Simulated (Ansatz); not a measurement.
# CO on a GaAs(110) slab cut from the F-43m phase: a line through an energy map

Aim: follow the energy of CO on a GaAs(110) slab cut from the F-43m phase (6 atoms of substrate and one adsorbate in a 1 × 1 cell) along one coordinate, position of O7 along the second surface vector, from above As6, with the other held at position of O7 along the first surface vector, from above As6 = 0.167.

Program: Ansatz 0.2.0. Level of theory: DFT PBE+D3(BJ), scalar-relativistic, plane waves, PAW. These are calculated values, not measurements.

1 further run of the same task is left out (set aside as unsound or not needed).

**1. The system as given**

Symmetry: P1, No. 1, triclinic system. The conventional cell has a = 4.014 Å, b = 5.676 Å, c = 23.335 Å, α = 90.00°, β = 90.00°, γ = 90.00°. Ga (site symmetry 1) has 3 As at 2.46 to 2.55 Å as nearest neighbours. As (site symmetry 1) has 3 Ga at 2.46 to 2.49 Å as nearest neighbours. Around Ga (site symmetry 1) lie 4 As at 2.48 to 2.51 Å. Around As (site symmetry 1) lie 4 Ga at 2.48 to 2.55 Å. Ga (site symmetry 1) has 3 As at 2.46 to 2.48 Å as nearest neighbours. As (site symmetry 1) is surrounded by 3 Ga at 2.46 to 2.48 Å. O (site symmetry 1) has 1 C at 1.15 Å as nearest neighbours. Around C (site symmetry 1) lie 1 O at 1.15 Å.

Coordinates:

```xyz
8
Lattice="4.0137 0.0000 0.0000 0.0000 5.6762 0.0000 0.0000 0.0000 23.3353" Properties=species:S:1:pos:R:3 pbc="T T T"
Ga    2.0069    2.8381    4.0000
As    0.0000    1.4191    4.0000
Ga    0.0000    0.3711    6.2539
As    2.0069    4.5990    5.8454
Ga    2.0069    2.7783    7.5339
As    0.0000    1.6391    8.3853
O     0.6690    1.6391   11.2853
C     0.6690    1.6391   12.4353
```

This is the geometry of the first run shown, built on a cell relaxed beforehand with the same method.

**2. What is varied**

Atoms count from 1 in the order of the input.

CO (O end down) is moved over the surface cell at a fixed height above a rigid substrate; the origin of the map has the adsorbate above As6; the height is held at 2.90 Å.

The axes are (1) position of O7 along the first surface vector, from above As6: 6 values from 0.000 to 0.833, periodic; (2) position of O7 along the second surface vector, from above As6: 6 values from 0.000 to 0.833, periodic.

Nothing else is relaxed. Points are written as (first, second).

The two vectors of the plane (Å): (4.014, 0.000, 0.000); (0.000, 5.676, 0.000).

**3. Point (1/6, 0/6) of the map's two axes**

The cell repeats along c, and a dipole correction in the vacuum removes the field between the copies.

File input.yaml:

```yaml
crystal:
  lattice:
    - [4.0137031111, 0.0, 0.0]
    - [0.0, 5.6762333751, 0.0]
    - [0.0, 0.0, 23.3352699083]
  atoms:
    - { symbol: Ga, position: [0.5, 0.5, 0.1714143447] }
    - { symbol: As, position: [0.0, 0.25, 0.1714143447] }
    - { symbol: Ga, position: [0.0, 0.0653835255, 0.2680035048] }
    - { symbol: As, position: [0.5, 0.8102208698, 0.2504948966] }
    - { symbol: Ga, position: [0.5, 0.4894639609, 0.3228546357] }
    - { symbol: As, position: [0.0, 0.2887573198, 0.3593388866] }
    - { symbol: O, position: [0.1666666667, 0.2887573198, 0.4836142866] }
    - { symbol: C, position: [0.1666666667, 0.2887573198, 0.5328959107] }
basis:
  ecutwfc: 420
kpoints:
  mp_grid: { grid: [7, 5, 1] }
hamiltonian:
  xc: pbe
  pseudopotentials: { kind: paw, azcp: { folder: soft_1 } }
  dispersion: d3bj
scf:
  occupations: { method: gaussian, width: 0.05 }
output:
  forces: true
  eigenvalues: true
efield:
  axis: 3
  dipole_correction: true
  ramp_width: 0.04
```

The run is started by

```console
ansatz run input.yaml --threads 2 --pin off --max-ram 6144MiB --backend cpu --events-out ev --progress --plain --runs-dir out
```

The log of the run (excerpt; [...] marks lines left out):

```text
Warning: RAYON_NUM_THREADS=2 ignored (pool sized by the plan → 2); use --threads N
[...]
Pseudopotentials: kind: paw
Pseudopotential: Ga, paw, valence charge 13, recommended cutoff 420 eV (normal), <dir>
Pseudopotential: As, paw, valence charge 15, recommended cutoff 420 eV (normal), <dir>
Pseudopotential: O, paw, valence charge 6, recommended cutoff 420 eV (normal), <dir>
Pseudopotential: C, paw, valence charge 4, recommended cutoff 420 eV (normal), <dir>
Functional definition: PBE
[...]
Crystal: 8 atoms, lattice volume = 531.641 Å³
Basis set: ecut = 420 eV, 10439 PW (Γ), exchange–correlation on 54×80×320 points (8 copies of the dense FFT grid, shifted against one another)
Bands: 57, of which v1, the nominal top of the filled ones, is band 47 counted from 1 (46 counted from 0)
Symmetry: 1 space group operations
Space group: P1 (ITA 1), of the structure as read, at distance tolerance 8.1e-5 Å
k-points: 18 of 35 (time reversal used)
[...]
SCF iter   1: F=—  HF=-26736.860331 eV  |F-HF|=—  |Δ(HF+E_count)|=         —  Δρ=3.24e-2  dr2=5.65e0  ethr=3.10e-3  p=-0.000 e·Å  D=-1.15e-6 V/Å  ΔV_dip=0.00 eV  dr2_dipole=4.93e-4  V_vac-E_F(+/−)=5.72/5.72 eV  ⟨swp⟩=7.3  Hψ=4333  notcnv=0  defer=3
[...]
SCF iter  11: F=-26735.292668 eV  HF=-26735.292668 eV  |F-HF|=7.01e-8  |Δ(HF+E_count)|=   1.57e-7  Δρ=2.44e-6  dr2=5.44e-8  ethr=1.06e-10  p=-0.028 e·Å  D=-9.67e-3 V/Å  ΔV_dip=0.23 eV  dr2_dipole=1.58e-10  V_vac-E_F(+/−)=4.68/4.45 eV  ⟨swp⟩=14.8  Hψ=5044  notcnv=0
[...]
SCF converged after 11 iterations
Free energy (F): -26735.292668 eV
[...]
E sigma→0 (E₀):  -26735.292668 eV
Fermi energy:    -0.904443 eV
Dipole field:    D = -0.009665 V/Å  (p = -0.028395 e·Å, saw-weighted, corrected)
Work function:   Φ+ = 4.6780 eV   Φ− = 4.4525 eV
Levels:          The Fermi level and band energies are counted from a zero that moves with the ramp; work functions are not
[...]
--- Forces (eV/Å), atoms counted from 1 ---
  atom   1  Ga    -0.00088064    -0.33918268     1.03744893
  atom   2  As     0.00300439     0.33694772    -1.06996718
  atom   3  Ga    -0.01314169     0.02892843    -0.00680397
  atom   4  As    -0.00555243     0.00442684     0.00508544
  atom   5  Ga     0.01666788    -0.01573181    -0.04034873
  atom   6  As    -0.12046139    -0.03354420    -0.32285286
  atom   7  O      0.14709088     0.02666487     1.85664787
  atom   8  C     -0.02673148    -0.00855203    -1.45920568
[...]
--- Band table (eV; the first three rows and the last of 18) ---
[...]
```

It took 25 s on 2 threads of Intel Xeon Platinum 8488C (Sapphire Rapids), shared host; peak memory 0.99 GiB.

This gives gap on the mesh 0.41 eV (a mesh can miss band crossings, so it may be none); dipole along +c -0.028 e·Å per cell.

**4. The run at (1/6, 1/6) of the map's two axes**

Changes to input.yaml since step 3:

```diff
@@ -12,4 +12,4 @@
     - { symbol: As, position: [0.0, 0.2887573198, 0.3593388866] }
-    - { symbol: O, position: [0.1666666667, 0.2887573198, 0.4836142866] }
-    - { symbol: C, position: [0.1666666667, 0.2887573198, 0.5328959107] }
+    - { symbol: O, position: [0.1666666667, 0.4554239865, 0.4836142866] }
+    - { symbol: C, position: [0.1666666667, 0.4554239865, 0.5328959107] }
 basis:
```

The run is started by

```console
ansatz run input.yaml --threads 2 --pin off --max-ram 6144MiB --backend cpu --events-out ev --progress --plain --runs-dir out
```

The log of the run (excerpt; [...] marks lines left out):

```text
Warning: RAYON_NUM_THREADS=2 ignored (pool sized by the plan → 2); use --threads N
[...]
[... 6 set-up lines as earlier in the session ...]
[...]
Crystal: 8 atoms, lattice volume = 531.641 Å³
Basis set: ecut = 420 eV, 10439 PW (Γ), exchange–correlation on 54×80×320 points (8 copies of the dense FFT grid, shifted against one another)
Bands: 57, of which v1, the nominal top of the filled ones, is band 47 counted from 1 (46 counted from 0)
[... 2 set-up lines as earlier in the session ...]
[...]
SCF converged after 11 iterations
Free energy (F): -26735.359145 eV
[...]
E sigma→0 (E₀):  -26735.359145 eV
Fermi energy:    -0.940816 eV
Dipole field:    D = -0.013493 V/Å  (p = -0.039642 e·Å, saw-weighted, corrected)
Work function:   Φ+ = 4.7579 eV   Φ− = 4.4430 eV
Levels:          The Fermi level and band energies are counted from a zero that moves with the ramp; work functions are not
[...]
--- Forces (eV/Å), atoms counted from 1 ---
  atom   1  Ga    -0.00131244    -0.33163623     1.04503796
  atom   2  As     0.00258388     0.32792560    -1.06381881
  atom   3  Ga    -0.01339007     0.01765502     0.01236905
  atom   4  As    -0.00018120    -0.00742115    -0.00400218
  atom   5  Ga     0.00665479    -0.00749661    -0.01264056
  atom   6  As    -0.05466446    -0.08887137    -0.17270871
  atom   7  O      0.07170489     0.10985239     1.67998606
  atom   8  C     -0.01139813    -0.02004051    -1.48419989
[...]
--- Band table (eV; the first three rows and the last of 18) ---
[...]
```

It took 24 s on 2 threads of Intel Xeon Platinum 8488C (Sapphire Rapids), shared host; peak memory 1 GiB.

Read from this run: gap on the mesh 0.41 eV (a mesh can miss band crossings, so it may be none); dipole along +c -0.040 e·Å per cell.

**5. The run at (1/6, 2/6) of the map's two axes**

Changes to input.yaml since step 4:

```diff
@@ -12,4 +12,4 @@
     - { symbol: As, position: [0.0, 0.2887573198, 0.3593388866] }
-    - { symbol: O, position: [0.1666666667, 0.4554239865, 0.4836142866] }
-    - { symbol: C, position: [0.1666666667, 0.4554239865, 0.5328959107] }
+    - { symbol: O, position: [0.1666666667, 0.6220906532, 0.4836142866] }
+    - { symbol: C, position: [0.1666666667, 0.6220906532, 0.5328959107] }
 basis:
```

The run is started by

```console
ansatz run input.yaml --threads 2 --pin off --max-ram 6144MiB --backend cpu --events-out ev --progress --plain --runs-dir out
```

The log of the run (excerpt; [...] marks lines left out):

```text
Warning: RAYON_NUM_THREADS=2 ignored (pool sized by the plan → 2); use --threads N
[...]
[... 6 set-up lines as earlier in the session ...]
[...]
Crystal: 8 atoms, lattice volume = 531.641 Å³
Basis set: ecut = 420 eV, 10439 PW (Γ), exchange–correlation on 54×80×320 points (8 copies of the dense FFT grid, shifted against one another)
Bands: 57, of which v1, the nominal top of the filled ones, is band 47 counted from 1 (46 counted from 0)
[... 2 set-up lines as earlier in the session ...]
[...]
SCF converged after 11 iterations
Free energy (F): -26735.419678 eV
[...]
E sigma→0 (E₀):  -26735.419678 eV
Fermi energy:    -0.990656 eV
Dipole field:    D = -0.018706 V/Å  (p = -0.054959 e·Å, saw-weighted, corrected)
Work function:   Φ+ = 4.8684 eV   Φ− = 4.4319 eV
Levels:          The Fermi level and band energies are counted from a zero that moves with the ramp; work functions are not
[...]
--- Forces (eV/Å), atoms counted from 1 ---
  atom   1  Ga    -0.00060562    -0.32260233     1.04631681
  atom   2  As     0.00072849     0.32634514    -1.05053698
  atom   3  Ga    -0.00561010    -0.00175729     0.02204241
  atom   4  As     0.00072015    -0.00480016    -0.00751601
  atom   5  Ga    -0.00009996     0.00156603     0.01395476
  atom   6  As    -0.00888650    -0.03223563    -0.02866468
  atom   7  O      0.01699065     0.03995804     1.52934123
  atom   8  C     -0.00323789    -0.00646521    -1.52491591
[...]
--- Band table (eV; the first three rows and the last of 18) ---
[...]
```

Run time: 24 s. Hardware: 2 threads of Intel Xeon Platinum 8488C (Sapphire Rapids), shared host; peak memory 0.99 GiB.

Read from this run: gap on the mesh 0.41 eV (a mesh can miss band crossings, so it may be none); dipole along +c -0.055 e·Å per cell.

**6. The run at (1/6, 3/6) of the map's two axes**

Changes to input.yaml since step 5:

```diff
@@ -12,4 +12,4 @@
     - { symbol: As, position: [0.0, 0.2887573198, 0.3593388866] }
-    - { symbol: O, position: [0.1666666667, 0.6220906532, 0.4836142866] }
-    - { symbol: C, position: [0.1666666667, 0.6220906532, 0.5328959107] }
+    - { symbol: O, position: [0.1666666667, 0.7887573198, 0.4836142866] }
+    - { symbol: C, position: [0.1666666667, 0.7887573198, 0.5328959107] }
 basis:
```

The run is started by

```console
ansatz run input.yaml --threads 2 --pin off --max-ram 6144MiB --backend cpu --events-out ev --progress --plain --runs-dir out
```

The log of the run (excerpt; [...] marks lines left out):

```text
[...]
SCF converged after 11 iterations
Free energy (F): -26735.430355 eV
[...]
E sigma→0 (E₀):  -26735.430355 eV
Fermi energy:    -1.018297 eV
Dipole field:    D = -0.021588 V/Å  (p = -0.063427 e·Å, saw-weighted, corrected)
Work function:   Φ+ = 4.9327 eV   Φ− = 4.4290 eV
Levels:          The Fermi level and band energies are counted from a zero that moves with the ramp; work functions are not
[...]
--- Forces (eV/Å), atoms counted from 1 ---
  atom   1  Ga    -0.00011550    -0.32026819     1.04398688
  atom   2  As     0.00007194     0.32874034    -1.04523241
  atom   3  Ga    -0.00125696    -0.00830361     0.01850215
  atom   4  As    -0.00023385     0.00000676    -0.00583757
  atom   5  Ga    -0.00068558     0.00723893     0.01876922
  atom   6  As    -0.00225579    -0.00150193     0.01077910
  atom   7  O      0.00673116    -0.00978716     1.50017141
  atom   8  C     -0.00225600     0.00389207    -1.54111958
[...]
--- Band table (eV; the first three rows and the last of 18) ---
[...]
```

Run time: 25 s. Hardware: 2 threads of Intel Xeon Platinum 8488C (Sapphire Rapids), shared host; peak memory 0.99 GiB.

Read from this run: gap on the mesh 0.41 eV (a mesh can miss band crossings, so it may be none); dipole along +c -0.063 e·Å per cell.

**7. The run at (1/6, 4/6) of the map's two axes**

Changes to input.yaml since step 6:

```diff
@@ -12,4 +12,4 @@
     - { symbol: As, position: [0.0, 0.2887573198, 0.3593388866] }
-    - { symbol: O, position: [0.1666666667, 0.7887573198, 0.4836142866] }
-    - { symbol: C, position: [0.1666666667, 0.7887573198, 0.5328959107] }
+    - { symbol: O, position: [0.1666666667, 0.9554239865, 0.4836142866] }
+    - { symbol: C, position: [0.1666666667, 0.9554239865, 0.5328959107] }
 basis:
```

The run is started by

```console
ansatz run input.yaml --threads 2 --pin off --max-ram 6144MiB --backend cpu --events-out ev --progress --plain --runs-dir out
```

The log of the run (excerpt; [...] marks lines left out):

```text
[...]
SCF converged after 11 iterations
Free energy (F): -26735.408216 eV
[...]
E sigma→0 (E₀):  -26735.408216 eV
Fermi energy:    -1.011064 eV
Dipole field:    D = -0.021115 V/Å  (p = -0.062037 e·Å, saw-weighted, corrected)
Work function:   Φ+ = 4.9246 eV   Φ− = 4.4319 eV
Levels:          The Fermi level and band energies are counted from a zero that moves with the ramp; work functions are not
[...]
--- Forces (eV/Å), atoms counted from 1 ---
  atom   1  Ga     0.00002659    -0.32134055     1.04042986
  atom   2  As     0.00012598     0.33198095    -1.04457358
  atom   3  Ga    -0.00073869    -0.00628770     0.01133473
  atom   4  As    -0.00213674     0.00562902    -0.00347266
  atom   5  Ga     0.00395628     0.00359699     0.00304150
  atom   6  As    -0.02078085     0.03260716    -0.02325188
  atom   7  O      0.02416133    -0.05869359     1.54858454
  atom   8  C     -0.00461455     0.01251950    -1.53206925
[...]
--- Band table (eV; the first three rows and the last of 18) ---
[...]
```

Run time: 24 s. Hardware: 2 threads of Intel Xeon Platinum 8488C (Sapphire Rapids), shared host; peak memory 0.99 GiB.

This gives gap on the mesh 0.41 eV (a mesh can miss band crossings, so it may be none); dipole along +c -0.062 e·Å per cell.

**8. Grid point (1/6, 5/6) of the map's two axes**

Changes to input.yaml since step 7:

```diff
@@ -12,4 +12,4 @@
     - { symbol: As, position: [0.0, 0.2887573198, 0.3593388866] }
-    - { symbol: O, position: [0.1666666667, 0.9554239865, 0.4836142866] }
-    - { symbol: C, position: [0.1666666667, 0.9554239865, 0.5328959107] }
+    - { symbol: O, position: [0.1666666667, 1.1220906532, 0.4836142866] }
+    - { symbol: C, position: [0.1666666667, 1.1220906532, 0.5328959107] }
 basis:
```

The run is started by

```console
ansatz run input.yaml --threads 2 --pin off --max-ram 6144MiB --backend cpu --events-out ev --progress --plain --runs-dir out
```

The log of the run (excerpt; [...] marks lines left out):

```text
Warning: RAYON_NUM_THREADS=2 ignored (pool sized by the plan → 2); use --threads N
[...]
[... 6 set-up lines as earlier in the session ...]
[...]
Crystal: 8 atoms, lattice volume = 531.641 Å³
Basis set: ecut = 420 eV, 10439 PW (Γ), exchange–correlation on 54×80×320 points (8 copies of the dense FFT grid, shifted against one another)
Bands: 57, of which v1, the nominal top of the filled ones, is band 47 counted from 1 (46 counted from 0)
[... 2 set-up lines as earlier in the session ...]
[...]
SCF converged after 11 iterations
Free energy (F): -26735.338854 eV
[...]
E sigma→0 (E₀):  -26735.338854 eV
Fermi energy:    -0.952541 eV
Dipole field:    D = -0.015108 V/Å  (p = -0.044389 e·Å, saw-weighted, corrected)
Work function:   Φ+ = 4.7950 eV   Φ− = 4.4425 eV
Levels:          The Fermi level and band energies are counted from a zero that moves with the ramp; work functions are not
[...]
--- Forces (eV/Å), atoms counted from 1 ---
  atom   1  Ga    -0.00004755    -0.32891651     1.03589149
  atom   2  As     0.00099603     0.33742512    -1.05329892
  atom   3  Ga    -0.00441895     0.00786083    -0.00154401
  atom   4  As    -0.00592222     0.01176676     0.00188916
  atom   5  Ga     0.01367558    -0.00796057    -0.02776275
  atom   6  As    -0.08301490     0.06912164    -0.18827433
  atom   7  O      0.09594160    -0.10760844     1.72285796
  atom   8  C     -0.01721273     0.01828859    -1.48973131
[...]
--- Band table (eV; the first three rows and the last of 18) ---
[...]
```

Wall time 25 s (2 threads of Intel Xeon Platinum 8488C (Sapphire Rapids), shared host); peak memory 0.99 GiB.

This gives gap on the mesh 0.41 eV (a mesh can miss band crossings, so it may be none); dipole along +c -0.044 e·Å per cell.

**9. What came out**

```
position of O7 along the second surface vector, from above As6  step  energy (meV)  slope (meV per unit fraction)  dipole moment (e·Å)
                                                         0.000     3           138                           −103               −0.028
                                                         0.167     4            71                           −510               −0.040
                                                         0.333     5            11                           −190               −0.055
                                                         0.500     6             0                             34               −0.063
                                                         0.667     7            22                            262               −0.062
                                                         0.833     8            92                            507               −0.044
```

Energies count from the lowest point of the line. Slopes come from the forces (and the stress, where the cell changes), not from differences of energies.

What this shows: The lowest point of the line is at 0.500. A fit to energies and slopes at the lowest point and its two neighbours puts the minimum at 0.4667, with a curvature of about 1000 meV per (unit fraction)². The highest point computed, at 0.000, lies 138 meV above the lowest. This is one cut through a surface in two coordinates; the map's lowest point lies off it. The host is rigid and the atom is kept to this plane, so wells and barriers of the map are not those of diffusion.
